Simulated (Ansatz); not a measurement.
CH₇BGeO₂, SMILES O[BH][GeH2][CH2]O, a ladder of methods at one geometry

With Ansatz 0.2.0 through its Python package.

At the Python prompt:
```pycon
>>> from pathlib import Path
>>> import warnings
>>> import ansatz
>>> from ase import Atoms
>>> import numpy as np
>>> warnings.simplefilter("ignore", ansatz.DeckWarning)
>>> atoms = Atoms(["O", "B", "Ge", "C", "O", "H", "H", "H", "H", "H", "H", "H"], positions=[
...     (1.3197, 1.7049, 1.2115),
...     (-0.0146, 1.8422, 0.5074),
...     (-0.7653, 0.2568, -0.5176),
...     (0.5896, -1.2224, -0.3505),
...     (0.0366, -2.3462, -1.0742),
...     (1.041, 1.447, 2.1074),
...     (-0.5983, 2.8558, 0.5412),
...     (-2.0639, -0.1398, 0.0856),
...     (-0.9025, 0.6453, -1.9557),
...     (1.4944, -0.9241, -0.7504),
...     (0.6523, -1.4888, 0.7468),
...     (-0.712, -2.6858, -0.5175),
... ])
>>> geometry = ansatz.Crystal.molecule_from_ase(atoms)
>>> base = geometry.calculation().basis(gaussian="def2-SVP")
>>> print("functional    E (Ha)        dipole (D)   HOMO (eV)  LUMO (eV)")
functional    E (Ha)        dipole (D)   HOMO (eV)  LUMO (eV)
>>> for name in ["r2scan", "cam_b3lyp", "revpbe", "blyp", "lda"]:
...     summary = base.functional(name).forces().orbitals().run(runs_dir="runs").report
...     lines = Path(summary["orbitals_path"]).read_text().splitlines()
...     field_of = lambda key: [line.split("=")[1].strip() for line in lines if line.startswith(key)]
...     orbitals = [(27.211386 * float(e), s, float(n)) for e, s, n in zip(field_of("Ene="), field_of("Spin="), field_of("Occup="))]
...     homo = max(e for e, _, n in orbitals if n > 0.5)
...     lumo = min(e for e, _, n in orbitals if n < 0.5)
...     dipole = 4.803205 * np.linalg.norm(summary["charge_distribution"]["dipole_moment_e_ang"])
...     print(f"{name:10s} {summary['free_energy_ev'] / 27.211386246:14.6f} {dipole:9.3f} {homo:11.3f} {lumo:10.3f}")
...
r2scan       -2294.025131     2.784      -5.357     -2.461
cam_b3lyp    -2294.175614     2.873      -7.824     -0.627
revpbe       -2293.921502     2.644      -4.978     -2.664
blyp         -2294.128067     2.637      -4.875     -2.566
lda          -2289.220920     2.783      -5.128     -3.022
```

Caveats:
- Total energies depend on the basis set; only differences at equal settings carry meaning.
- The geometry is a force-field or estimated start, not a minimum of this method, and the basis set is short of its limit. A lower total doesn't mark the better method: functionals have no common bound, and MP2 and coupled cluster aren't variational.
- Levels such as HOMO and LUMO are orbital energies: with these approximate functionals they aren't the ionisation energy and electron affinity, and their gap isn't the fundamental gap.
- It ran for 15 s on 1 thread of Intel(R) Xeon(R) 6975P-C (Granite Rapids), on a shared host, peak memory 0.42 GiB.
